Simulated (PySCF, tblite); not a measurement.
# C₁₄H₄F₁₈O₄S₂: electronic excitations, NMR shifts

Aim: compute the electronic excitations, NMR shifts of C₁₄H₄F₁₈O₄S₂ (`O=S(=O)(c1ccccc1S(=O)(=O)C(F)(F)C(F)(F)C(F)(F)C(F)(F)F)C(F)(F)C(F)(F)C(F)(F)C(F)(F)F`).

Computed with tblite 0.8.0 and PySCF 2.14.0 and routines of our own; the level stands in each step. Atoms count from 0.

## 1. The starting structure

42 atoms, charge 0, multiplicity 1; geometry from: force field, distance geometry or constructed start.

## 2. Geometry optimisation with GFN2-xTB

The job: settings as JSON, then the geometry in Å.

```
{"job": {"kind": "relax", "xc": "GFN2-xTB", "basis": "xTB"}, "charge": 0, "multiplicity": 1}
O     -2.363500     0.924800     1.324000
S     -1.305000     0.403100     0.481500
O     -0.269200    -0.401400     1.130200
C     -0.464900     1.864200    -0.156800
C     -1.192800     3.063500    -0.089900
C     -0.610000     4.271800    -0.476700
C      0.712800     4.299300    -0.911100
C      1.452200     3.117300    -0.963100
C      0.876800     1.887000    -0.577500
S      1.882700     0.431100    -0.819700
O      0.963200    -0.632700    -1.170600
O      2.883200     0.811200    -1.807000
C      2.708000     0.185800     0.774900
F      1.959900     0.671100     1.802700
F      3.856000     0.944100     0.828000
C      3.053400    -1.270200     1.018600
F      3.618000    -1.357900     2.261900
F      1.942800    -2.049600     1.072200
C      4.029600    -1.825400     0.004400
F      3.487300    -1.832800    -1.239500
F      5.127300    -1.022700    -0.078500
C      4.435600    -3.234500     0.394600
F      3.384100    -4.074300     0.461500
F      5.301300    -3.765800    -0.506900
F      5.054900    -3.276500     1.598600
C     -2.003400    -0.419500    -0.982400
F     -1.708200     0.326400    -2.104900
F     -1.459100    -1.650700    -1.211000
C     -3.502000    -0.542900    -0.875600
F     -4.062100     0.670300    -0.622800
F     -3.992000    -0.900200    -2.105400
C     -3.929900    -1.594200     0.127500
F     -3.477000    -2.819500    -0.274800
F     -3.363200    -1.394400     1.348200
C     -5.439400    -1.609100     0.235000
F     -5.859600    -2.560800     1.105300
F     -6.042500    -1.871600    -0.949400
F     -5.931400    -0.429100     0.681400
H     -2.221500     3.084200     0.261000
H     -1.186100     5.198900    -0.423600
H      1.169000     5.236000    -1.206000
H      2.480700     3.161400    -1.326000
```

Launch:

```bash
> OMP_NUM_THREADS=2 python large_run.py task.json out
```

The driver reads the jobs from task.json and runs them one after another.

Standard output:

```text
step      E/eV     max force
  0   -3804.10177    4.058
  1   -3804.73089    1.894
  2   -3804.82686    1.380
  3   -3804.88368    0.678
  4   -3804.91782    0.315
  5   -3804.93880    0.265
  6   -3804.96385    0.285
  7   -3804.98058    0.396
  8   -3804.99117    0.301
  9   -3804.99822    0.145
 10   -3805.00582    0.176
 11   -3805.01410    0.216
 12   -3805.02282    0.166
 13   -3805.02930    0.133
 14   -3805.03402    0.112
 15   -3805.03810    0.132
 16   -3805.04182    0.119
 17   -3805.04465    0.087
 18   -3805.04580    0.067
 19   -3805.04784    0.073
 20   -3805.04848    0.082
 21   -3805.04983    0.084
 22   -3805.05129    0.130
 23   -3805.05228    0.067
 24   -3805.05358    0.069
 25   -3805.05482    0.090
 26   -3805.05592    0.099
 27   -3805.05688    0.078
 28   -3805.05788    0.088
 29   -3805.05900    0.078
 30   -3805.06015    0.059
 31   -3805.06105    0.065
 32   -3805.06191    0.062
 33   -3805.06287    0.068
 34   -3805.06414    0.077
 35   -3805.06569    0.093
 36   -3805.06715    0.084
 37   -3805.06818    0.050
 38   -3805.06887    0.049
 39   -3805.06951    0.044
 40   -3805.07030    0.049
 41   -3805.07131    0.058
 42   -3805.07243    0.069
 43   -3805.07345    0.062
 44   -3805.07424    0.041
 45   -3805.07490    0.040
 46   -3805.07562    0.053
 47   -3805.07661    0.077
 48   -3805.07796    0.090
 49   -3805.07950    0.068
 50   -3805.08095    0.064
 51   -3805.08226    0.071
 52   -3805.08357    0.065
 53   -3805.08502    0.062
 54   -3805.08647    0.068
 55   -3805.08782    0.078
 56   -3805.08914    0.079
 57   -3805.09032    0.063
 58   -3805.09091    0.079
 59   -3805.09208    0.056
 60   -3805.09299    0.068
 61   -3805.09412    0.062
 62   -3805.09507    0.057
 63   -3805.09592    0.050
 64   -3805.09663    0.051
 65   -3805.09751    0.058
 66   -3805.09861    0.057
 67   -3805.09980    0.061
 68   -3805.10088    0.053
 69   -3805.10197    0.062
 70   -3805.10328    0.070
 71   -3805.10457    0.108
 72   -3805.10593    0.094
 73   -3805.10739    0.072
 74   -3805.10940    0.074
 75   -3805.11043    0.069
 76   -3805.11242    0.073
 77   -3805.11353    0.057
 78   -3805.11446    0.055
 79   -3805.11517    0.054
 80   -3805.11578    0.049
 81   -3805.11630    0.036
 82   -3805.11663    0.036
 83   -3805.11703    0.029
 84   -3805.11738    0.033
 85   -3805.11772    0.037
 86   -3805.11810    0.041
 87   -3805.11851    0.038
 88   -3805.11891    0.033
 89   -3805.11931    0.035
 90   -3805.11974    0.039
 91   -3805.12019    0.045
 92   -3805.12055    0.032
 93   -3805.12080    0.061
 94   -3805.12102    0.040
 95   -3805.12133    0.033
 96   -3805.12160    0.031
 97   -3805.12192    0.029
 98   -3805.12217    0.030
 99   -3805.12239    0.029
100   -3805.12261    0.024
101   -3805.12284    0.025
102   -3805.12304    0.028
103   -3805.12322    0.023
104   -3805.12342    0.028
105   -3805.12368    0.034
106   -3805.12403    0.035
107   -3805.12446    0.040
108   -3805.12491    0.033
109   -3805.12532    0.038
110   -3805.12567    0.038
111   -3805.12601    0.036
112   -3805.12642    0.036
113   -3805.12690    0.046
114   -3805.12739    0.046
115   -3805.12783    0.035
116   -3805.12823    0.029
117   -3805.12862    0.040
118   -3805.12904    0.043
119   -3805.12945    0.041
120   -3805.12985    0.042
121   -3805.13023    0.041
122   -3805.13063    0.043
123   -3805.13097    0.034
124   -3805.13123    0.031
125   -3805.13148    0.023
126   -3805.13170    0.026
127   -3805.13191    0.026
128   -3805.13211    0.026
129   -3805.13228    0.022
130   -3805.13241    0.020
```

Run time: 9.8 s. Hardware: 2 threads of Arm Neoverse N1, shared host; peak memory 0.19 GiB.

Step by step:

```csv
step,energy from step 0 (eV),largest force (eV/Å)
0,0.0000,4.0575
1,-0.6291,1.8938
2,-0.7251,1.3805
3,-0.7819,0.6775
4,-0.8160,0.3144
5,-0.8370,0.2651
6,-0.8621,0.2854
7,-0.8788,0.3963
8,-0.8894,0.3008
18,-0.9440,0.0662
29,-0.9572,0.0778
40,-0.9685,0.0491
50,-0.9792,0.0645
61,-0.9923,0.0627
72,-1.0042,0.0933
83,-1.0153,0.0286
93,-1.0190,0.0609
104,-1.0216,0.0275
115,-1.0261,0.0349
126,-1.0299,0.0257
127,-1.0301,0.0258
128,-1.0303,0.0266
129,-1.0305,0.0221
130,-1.0306,0.0199
```

Close pairs (by a distance rule), those that changed most:

```csv
bond,before (Å),after (Å),change (Å)
S9–C12,1.812,1.923,+0.111
S1–C25,1.819,1.925,+0.107
C31–C34,1.513,1.561,+0.048
S1–O2,1.463,1.418,-0.045
C28–C31,1.515,1.559,+0.045
C15–C18,1.513,1.558,+0.044
C18–C21,1.517,1.562,+0.044
C25–C28,1.507,1.546,+0.038
```

The end geometry stands in the next job.

## 3. Electronic excitations: TDA PBE0/6-31G*

The job: settings as JSON, then the geometry in Å.

```
{"job": {"kind": "uv", "basis": "6-31G*", "grid": 1, "kgrid": 0, "vcut": 1.5, "nstates": 6, "ntriplets": 2, "tda": true, "delta": [], "pop": true, "xc": "PBE0"}, "charge": 0, "multiplicity": 1}
O     -2.355028     0.548447     1.209057
S     -1.170976     0.249937     0.466004
O     -0.152615    -0.515256     1.089566
C     -0.509277     1.807376    -0.144217
C     -1.308226     2.929088    -0.013162
C     -0.807005     4.171031    -0.378619
C      0.486843     4.286986    -0.864490
C      1.280741     3.157016    -1.002921
C      0.774231     1.922146    -0.639520
S      1.797357     0.482280    -0.948860
O      0.978338    -0.636838    -1.254535
O      2.837847     0.853173    -1.847894
C      2.703118     0.256385     0.732649
F      1.961910     0.856188     1.679543
F      3.811922     1.012923     0.618572
C      3.094573    -1.173486     1.153301
F      3.695051    -1.136646     2.364704
F      2.020208    -1.957085     1.280891
C      4.075534    -1.826069     0.134527
F      3.533804    -1.809689    -1.094352
F      5.219584    -1.123354     0.077323
C      4.435982    -3.303541     0.489655
F      3.367781    -4.086216     0.473629
F      5.306537    -3.777416    -0.393902
F      4.994326    -3.382542     1.692341
C     -1.828814    -0.632339    -1.113809
F     -1.402763     0.109277    -2.157923
F     -1.359025    -1.868717    -1.238561
C     -3.374276    -0.638507    -1.134250
F     -3.823522     0.613575    -0.912519
F     -3.824569    -0.961543    -2.362505
C     -3.981746    -1.655920    -0.120639
F     -4.228914    -2.801912    -0.781399
F     -3.116824    -1.960464     0.858112
C     -5.328720    -1.174203     0.504271
F     -5.885903    -2.163173     1.191437
F     -6.175311    -0.821395    -0.461697
F     -5.175764    -0.142824     1.317104
H     -2.303242     2.805780     0.384735
H     -1.430243     5.045741    -0.276047
H      0.879826     5.252545    -1.143930
H      2.283080     3.205161    -1.399241
```

With the program's defaults for keys left out, this is: TDA PBE0/6-31G*, vertical, gas phase, core orbitals frozen in the response, virtual orbitals cut by energy.

Standard output:

```text
start: PBE on a coarse grid of 42189 points
cycle   1  E = -3425.8172999481  dE =  8.569e+00  |g| = 2.802e+00  |ddm| = 7.748e+00
cycle   2  E = -3414.8962667998  dE =  1.092e+01  |g| = 7.940e+00  |ddm| = 1.077e+01
cycle   3  E = -3426.8699531990  dE = -1.197e+01  |g| = 1.232e+00  |ddm| = 9.699e+00
cycle   4  E = -3427.1184754742  dE = -2.485e-01  |g| = 6.705e-01  |ddm| = 2.128e+00
cycle   5  E = -3427.1924720430  dE = -7.400e-02  |g| = 2.879e-01  |ddm| = 8.884e-01
cycle   6  E = -3427.2119710014  dE = -1.950e-02  |g| = 9.905e-02  |ddm| = 4.055e-01
cycle   7  E = -3427.2142110811  dE = -2.240e-03  |g| = 3.669e-02  |ddm| = 1.313e-01
cycle   8  E = -3427.2144438594  dE = -2.328e-04  |g| = 1.594e-02  |ddm| = 4.575e-02
cycle   9  E = -3427.2144824543  dE = -3.859e-05  |g| = 6.674e-03  |ddm| = 2.084e-02
final grid: 191887 points
cycle  10  E = -3427.1656576003  dE = -1.936e-02  |g| = 2.130e-01  |ddm| = 8.488e-01
cycle  11  E = -3427.1505647520  dE =  1.509e-02  |g| = 3.593e-01  |ddm| = 4.581e-01
cycle  12  E = -3427.1739361508  dE = -2.337e-02  |g| = 3.697e-02  |ddm| = 3.158e-01
cycle  13  E = -3427.1741920179  dE = -2.559e-04  |g| = 1.205e-02  |ddm| = 4.509e-02
cycle  14  E = -3427.1742256619  dE = -3.364e-05  |g| = 3.132e-03  |ddm| = 1.487e-02
cycle  15  E = -3427.1742296227  dE = -3.961e-06  |g| = 1.803e-03  |ddm| = 4.907e-03
cycle  16  E = -3427.1742266981  dE =  2.925e-06  |g| = 3.770e-04  |ddm| = 1.932e-03
cycle  17  E = -3427.1742310849  dE = -4.387e-06  |g| = 1.489e-04  |ddm| = 4.892e-04
cycle  18  E = -3427.1742275438  dE =  3.541e-06  |g| = 3.087e-05  |ddm| = 1.612e-04
converged SCF energy = -3427.1742275438

Static polarisability (au): isotropic 183.724, principal 134.601 205.876 210.695

Singlet excitations
state   eV       nm        f      main configurations
  1   5.2933    234.2   0.01445   H->L 0.76, H-2->L 0.11
  2   5.3512    231.7   0.03718   H-1->L 0.65, H->L+1 0.09, H-2->L+1 0.08
  3   5.4596    227.1   0.01641   H-2->L 0.61, H-3->L 0.26, H-4->L 0.09
  4   5.5321    224.1   0.00999   H-4->L 0.51, H-3->L 0.41
  5   6.0265    205.7   0.11619   H-4->L 0.28, H-3->L 0.23, H-2->L 0.18
  6   6.1286    202.3   0.00176   H->L+1 0.67, H-2->L+1 0.10

Triplet excitations (Tamm-Dancoff, eV): 3.9940 4.3766
```

It took 3.4 min on 2 threads of Arm Neoverse N1, shared host; peak memory 1.6 GiB.

The orbitals next to the gap, with their largest atomic shares:

| orbital | eV | atoms |
| --- | --- | --- |
| HOMO−4 | -9.08 | O2 13 %, O11 12 %, C8 10 % |
| HOMO−3 | -9.06 | O10 16 %, O0 13 %, C3 9 % |
| HOMO−2 | -8.94 | O2 16 %, O10 14 %, O0 9 % |
| HOMO−1 | -8.83 | C4 26 %, C7 25 %, C8 14 % |
| HOMO | -8.79 | O0 16 %, C3 13 %, O2 13 % |
| LUMO | -2.45 | C8 20 %, C3 19 %, C5 16 % |
| LUMO+1 | -1.67 | C4 30 %, C7 30 %, C6 10 % |
| LUMO+2 | -0.14 | S1 14 %, C25 12 %, C3 9 % |
| LUMO+3 | 0.22 | S9 11 %, C12 11 %, S1 9 % |

With each of the 6 states as a Gaussian band of 0.4 eV half-width at 1/e, the curve within the window shown has maxima at 207 nm (ε 5,100) L/(mol cm). Beyond the last state computed it falls off for lack of states. The curve at chosen wavelengths:

nm, ε (L/mol/cm) and a bar:
```
      193       1759 ##########
      196       2717 ###############
      199       3703 #####################
      202       4512 ##########################
      204       4872 #############################
      207       5097 ##############################
      210       4990 #############################
      213       4684 ###########################
      216       4328 #########################
      219       4030 #######################
      221       3883 #######################
      224       3724 ######################
      227       3593 #####################
      230       3431 ####################
      233       3199 ##################
      236       2885 ################
      238       2639 ###############
      241       2233 ############
      244       1818 ##########
      247       1425 ########
      250       1078 #####
      253        787 ####
      255        627 ###
      258        435 #
      261        293 #
      264        193
```

Leading natural transition orbitals of singlet state 5: the hole lies on C5, C6 about 20 % each; C3, C8 about 16 % each; the particle on C3, C8 about 18 % each; C5, C6 about 10 % each; S1, S9 about 7 % each.

Leading natural transition orbitals of singlet state 1: the hole lies on O0, O2 about 14 % each; O10 10 %; C3, C25 about 8 % each; the particle on C3, C8 about 19 % each; C5, C6 about 12 % each.

Further results of this job:

```csv
property,computed
dipole moment (D),6.08
polarisability (Å³),27.23
HOMO–LUMO gap (eV),6.34
−ε(HOMO) (eV),8.79
```

Orbitals, density, ELF and potential are computed afterwards from the orbital file.

Frontier orbitals at PBE0/6-31G*, with the share of their density that lies nearest to each atom:

```
orbital  energy (eV)                                         lies on
   HOMO        -8.79         O0, O2 about 14 % each; C3 13 %; C6 8 %
   LUMO        -2.45  C3, C8 about 18 % each; C5, C6 about 13 % each
```

ELF in a plane through or near 11 of the atoms.

Ten even steps from '0' (0.00) to '9' (0.99):
```
0000000000000000000000000000
0000000000000000000000000000
0000000000003992000000000000
0000000000004994033000000000
0000000000111646465000000000
0000000002894857651000000000
0000000000046710663000000000
0000000220024686753000000000
0000000321648456300220000000
0000587003754014300875000000
0001857310024117841784010000
0000124230001001434620686100
0001247500100013003143677200
0002453771000000011640011000
0000005782000000001770000000
0000001310000000000100000000
0000000000000000000000000000
0000000000000000000000000000
0000000000000000000000000000
0000000000000000000000000000
```
The map spans 17.1 Å across and 16.0 Å up, centred on the molecule. Atoms in the plane (x, y in Å): C6 (0.3, 4.4), C7 (-0.7, 3.4), C8 (-0.4, 2.1), C18 (-4.3, -1.1), F20 (-5.3, -0.2), C21 (-4.9, -2.6), F22 (-4.0, -3.5), F29 (3.9, 0.1), C31 (3.7, -2.3), F36 (6.0, -1.8), H40 (0.1, 5.4).

log10 of the density (e/Å³) in the same plane.

Values, 10 rows by 14 columns:
```
-4.0 -4.0 -4.0 -4.0 -4.0 -4.0 -4.0 -4.0 -4.0 -4.0 -4.0 -4.0 -4.0 -4.0
-4.0 -4.0 -4.0 -4.0 -4.0 -4.0 -2.1 -1.4 -2.7 -3.2 -4.0 -4.0 -4.0 -4.0
-4.0 -4.0 -4.0 -4.0 -4.0 -2.0 -0.8  0.5 -0.5 -1.4 -3.5 -4.0 -4.0 -4.0
-4.0 -4.0 -4.0 -3.8 -2.4 -1.4  0.2 -0.6 -0.3 -1.2 -3.2 -4.0 -4.0 -4.0
-4.0 -4.0 -2.2 -1.7 -0.7 -0.1  0.0 -0.2 -0.7 -1.7 -1.2 -3.1 -4.0 -4.0
-4.0 -3.5  0.2  0.6 -0.6 -1.0 -0.5 -0.7  0.0 -0.6  0.5 -1.6 -2.1 -4.0
-4.0 -2.6 -0.6  0.2 -1.0 -1.3 -2.6 -1.3 -1.0 -0.3  0.1  0.3 -0.2 -3.6
-4.0 -3.3 -1.4 -0.3  0.3 -2.8 -4.0 -4.0 -3.0 -1.1 -0.3 -1.8 -3.3 -4.0
-4.0 -4.0 -4.0 -3.6 -3.5 -4.0 -4.0 -4.0 -4.0 -4.0 -4.0 -4.0 -4.0 -4.0
-4.0 -4.0 -4.0 -4.0 -4.0 -4.0 -4.0 -4.0 -4.0 -4.0 -4.0 -4.0 -4.0 -4.0
```
The map spans 17.1 Å across and 16.0 Å up, centred on the molecule. Atoms in the plane (x, y in Å): C6 (0.3, 4.4), C7 (-0.7, 3.4), C8 (-0.4, 2.1), C18 (-4.3, -1.1), F20 (-5.3, -0.2), C21 (-4.9, -2.6), F22 (-4.0, -3.5), F29 (3.9, 0.1), C31 (3.7, -2.3), F36 (6.0, -1.8), H40 (0.1, 5.4).

On the surface of density 0.002 e/bohr³ the electrostatic potential runs, from the 1st to the 99th percentile, from -1.19 V near O2 to 1.69 V near H40.

[end of part 1 of 2]
